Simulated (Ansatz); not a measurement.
# As (fcc type): a single-point run

Wanted: a converged single-point run for As (fcc type), and a check of what comes out.

Method: DFT, LDA, all-electron LAPW, scalar-relativistic, in Ansatz 0.2.0.

1 further run of the same task is left out (it didn't finish). Runs told in other sessions of the task aren't counted.

## (1) The system as given

Symmetry: Fm-3m, No. 225, cubic system. Conventional cell: a = 3.518 Å, b = 3.518 Å, c = 3.518 Å, α = 90.00°, β = 90.00°, γ = 90.00°. As (site symmetry m-3m) is surrounded by 12 As at 2.49 Å.

Coordinates:

```
CELL_PARAMETERS angstrom
0.00000 1.75909 1.75909
1.75909 0.00000 1.75909
1.75909 1.75909 0.00000
ATOMIC_POSITIONS crystal
As 0.00000 0.00000 0.00000
```

## (2) The run

input.yaml reads:

```yaml
crystal:
  lattice:
    - [0.0, 1.7590920796, 1.7590920796]
    - [1.7590920796, 0.0, 1.7590920796]
    - [1.7590920796, 1.7590920796, 0.0]
  atoms:
    - { symbol: As, position: [0.0, 0.0, 0.0] }
kpoints:
  mp_grid: { grid: [17, 17, 17] }
scf:
  occupations: { method: fermi_dirac, width: 0.1 }
  convergence: { dr2_threshold: 1.0e-14 }
  max_iter: 75
hamiltonian:
  xc: lda
  pseudopotentials: { kind: all_electron, lapw: { basis_error: 0.001 } }
output:
  forces: true
  stress: true
  eigenvalues: true
  populations: true
```

The run is started by

```console
ansatz run input.yaml --threads 1 --pin off --max-ram 2048MiB --backend cpu --events-out ev --progress --plain --runs-dir out
```

**Question.** How will this run end, and is anything wrong with its input?

The run converged and reported no error. It gives a pressure of 142 GPa, which is large; a structure far from rest gives such values too, whatever the setting.

In the input, scf.convergence.dr2_threshold is 1.0e-14. The risk: threshold needlessly tight. Once met, so tight a threshold does no harm; it costs cycles.

To check: delete scf.convergence.dr2_threshold (the default then holds).
